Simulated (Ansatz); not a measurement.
# BrH3Sn: the cost of one run

All numbers are computed with Ansatz 0.2.0, driven from Python. Level of theory: PBE0/def2-SVP.

## (1) The system

Bond lengths: Br1–Sn2 2.471 Å, Sn2–H3 1.763 Å, Sn2–H4 1.760 Å, Sn2–H5 1.743 Å. Angles: Br1–Sn2–H3 109.5°, Br1–Sn2–H4 110.9°, Br1–Sn2–H5 110.0°, H3–Sn2–H4 109.4°, H3–Sn2–H5 109.7°, H4–Sn2–H5 107.4°.

No structure file is read: the coordinates are typed or built in the script.

## (2) The code

Contents of brh3sn_relaxed_scan.py:

```python
import ansatz
import numpy as np


def main() -> None:
    geometry_ang = [
        ("Br", (-2.1641, 0.2221, 0.8204)),
        ("Sn", (0.1319, -0.0268, -0.0571)),
        ("H", (0.1784, 0.4978, -1.7401)),
        ("H", (0.6662, -1.7001, 0.0473)),
        ("H", (1.2375, 0.9333, 0.8881)),
    ]
    brh3sn = ansatz.Crystal.molecule()
    for symbol, xyz in geometry_ang:
        brh3sn = brh3sn.atom(symbol, xyz)

    model = (
        brh3sn.calculation()
        .basis(gaussian="def2-SVP")
        .functional("pbe0")
    )
    symbols = [site.symbol for site in brh3sn.cartesian_sites]
    pairs = [(0, 1), (1, 2), (1, 3), (1, 4)]
    print("held (A)   E (eV)        ", "  ".join(f"{symbols[i]}{i}-{symbols[j]}{j}" for i, j in pairs))
    for length in [1.6, 1.74, 1.88, 2.09, 2.35]:
        data = model.relax(constraints=[ansatz.DistanceConstraint((1, 4), at=length)], force_tolerance=0.02, max_steps=60).run(threads=1).report
        xyz = np.array(data["positions_ang"])
        print(f"{length:6.2f} {data['free_energy_ev']:14.5f}  ", "  ".join(f"{np.linalg.norm(xyz[i] - xyz[j]):.3f}" for i, j in pairs))


if __name__ == "__main__":
    main()
```

## (3) Running it

Run with:

```console
$ python brh3sn_relaxed_scan.py
```

**Question.** How long does this script take on 1 thread of Arm Neoverse V1, shared host, and how much memory does it need?

About 81 s, with a peak of 0.23 GiB.
